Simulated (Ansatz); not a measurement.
# FGeH₃OSi: basis-set convergence

The task here is to estimate one member of a computed series from the others.

Method: one geometry, several basis sets; program: Ansatz 0.2.0, Gaussian basis.

Levels to be run: PBE0-D4/def2-SVP; ωB97M-V/def2-SVP; PBE0-D4/def2-QZVPP; ωB97M-V/def2-QZVPP; the functionals' def2-TZVPP values are taken from earlier runs.

### The relaxed structure

The geometry comes from an earlier relaxation with PBE0-D4 in a triple-zeta def2 set; it is a stationary point, not always the lowest conformer.

SMILES `F[SiH]1[O][GeH2]1`, 7 atoms, charge 0, spin multiplicity 1.

Atoms are counted from 1 here; the program's logs count them from 0.

Bond lengths: F1–Si2 1.588 Å, Si2–O3 1.624 Å, Si2–Ge4 2.255 Å, Si2–H5 1.477 Å, O3–Ge4 1.913 Å, Ge4–H6 1.536 Å, Ge4–H7 1.535 Å. Angles: F1–Si2–O3 116.9°, F1–Si2–Ge4 122.3°, F1–Si2–H5 106.1°, O3–Si2–Ge4 56.3°, O3–Si2–H5 118.7°, Ge4–Si2–H5 127.9°, Si2–O3–Ge4 78.7°, Si2–Ge4–O3 44.9°, Si2–Ge4–H6 124.5°, Si2–Ge4–H7 122.9°, O3–Ge4–H6 108.6°, O3–Ge4–H7 108.2°, H6–Ge4–H7 111.1°.

The first run:

Input file in.yaml:

```yaml
crystal:
  periodic: [false, false, false]
  atoms:
    - {symbol: F, position_ang: [-2.139974, 0.934635, 0.294500]}
    - {symbol: Si, position_ang: [-0.650662, 0.837743, -0.247278]}
    - {symbol: O, position_ang: [0.523095, 0.648831, 0.859626]}
    - {symbol: Ge, position_ang: [0.584683, -1.037456, -0.042519]}
    - {symbol: H, position_ang: [-0.511123, 1.910585, -1.252565]}
    - {symbol: H, position_ang: [1.989007, -1.223980, -0.635752]}
    - {symbol: H, position_ang: [0.266274, -2.138358, 0.978289]}
basis:
  gaussian: {orbitals: def2-SVP}
hamiltonian: {xc: pbe0, dispersion: d4}
output: {orbitals: {seedname: orbitals}}
```

Run with:

```bash
ansatz run in.yaml --threads 2 --pin off --events-out ev --progress --plain --max-ram 4352MiB
```

Among the steps run: PBE0-D4 in def2-SVP; ωB97M-V in def2-SVP; PBE0-D4 in def2-QZVPP; ωB97M-V in def2-QZVPP.

One of the session's tables, all rows but one given; the rest of the session is left out.

It belongs to the step «Density functionals: the series». 

```
functional       basis  HOMO (eV)
   PBE0-D4    def2-SVP      -7.21
   PBE0-D4  def2-TZVPP      -7.26
   PBE0-D4  def2-QZVPP      -7.29
   ωB97M-V    def2-SVP          ?
   ωB97M-V  def2-TZVPP      -9.31
   ωB97M-V  def2-QZVPP      -9.35
```

Estimate the missing values for ωB97M-V, def2-SVP.

The run gave: HOMO (eV): -9.23. In the column «HOMO (eV)» it lies between ωB97M-V, def2-TZVPP (-9.31) and PBE0-D4, def2-QZVPP (-7.29).
